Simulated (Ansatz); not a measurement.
# C3H6BN: the cost of one run

The runs use Ansatz 0.2.0, Gaussian basis; the settings change from run to run.

### Step 1. The geometry

The structure was relaxed beforehand with PBE0-D4 in a triple-zeta def2 set.

SMILES `BN=C1CC1`, 11 atoms, charge 0, spin multiplicity 1.

Atoms are counted from 1 here; the program's logs count them from 0.

Bond lengths: B1–N2 1.355 Å, B1–H6 1.198 Å, B1–H7 1.198 Å, N2–C3 1.228 Å, C3–C4 1.460 Å, C3–C5 1.460 Å, C4–C5 1.541 Å, C4–H8 1.085 Å, C4–H9 1.085 Å, C5–H10 1.085 Å, C5–H11 1.085 Å. Angles: N2–B1–H6 118.8°, N2–B1–H7 118.8°, H6–B1–H7 122.4°, B1–N2–C3 180.0°, N2–C3–C4 148.1°, N2–C3–C5 148.1°, C4–C3–C5 63.7°, C3–C4–C5 58.1°, C3–C4–H8 118.4°, C3–C4–H9 118.4°, C5–C4–H8 117.8°, C5–C4–H9 117.8°, H8–C4–H9 114.8°, C3–C5–C4 58.1°, C3–C5–H10 118.4°, C3–C5–H11 118.4°, C4–C5–H10 117.8°, C4–C5–H11 117.8° and more.

### Step 2. LC-wPBE/x2c-TZVPPall

This run has atoms shaken by 0.08 Å, relativity set to scalar, high accuracy.

in.yaml

```yaml
crystal:
  periodic: [false, false, false]
  atoms:
    - {symbol: B, position_ang: [-0.946622, 1.852142, -1.155391]}
    - {symbol: N, position_ang: [-0.533576, 0.835450, -0.552298]}
    - {symbol: C, position_ang: [0.072565, 0.041939, 0.068987]}
    - {symbol: C, position_ang: [0.090167, -1.068804, 1.204469]}
    - {symbol: C, position_ang: [1.055181, -1.093725, 0.190900]}
    - {symbol: H, position_ang: [-1.758558, 1.637165, -2.098652]}
    - {symbol: H, position_ang: [-0.764417, 3.042998, -0.844291]}
    - {symbol: H, position_ang: [-0.724976, -1.766425, 1.433349]}
    - {symbol: H, position_ang: [0.291029, -0.473246, 2.310526]}
    - {symbol: H, position_ang: [2.231987, -0.924556, 0.414490]}
    - {symbol: H, position_ang: [1.204078, -1.942160, -0.636117]}
basis:
  gaussian: {orbitals: x2c-TZVPPall}
hamiltonian: {xc: {name: LC-wPBE}, pseudopotentials: {relativity: scalar}}
accuracy: high
```

On the command line:

```
> ansatz run in.yaml --threads 2 --pin off --events-out ev --progress --plain --max-ram 4352MiB
```

**Question.** How long does this run take on 2 threads of Intel Xeon Platinum 8259CL at 2.50GHz, shared host, and how much memory does it need?

About 23 s, with a peak of 1.7 GiB.
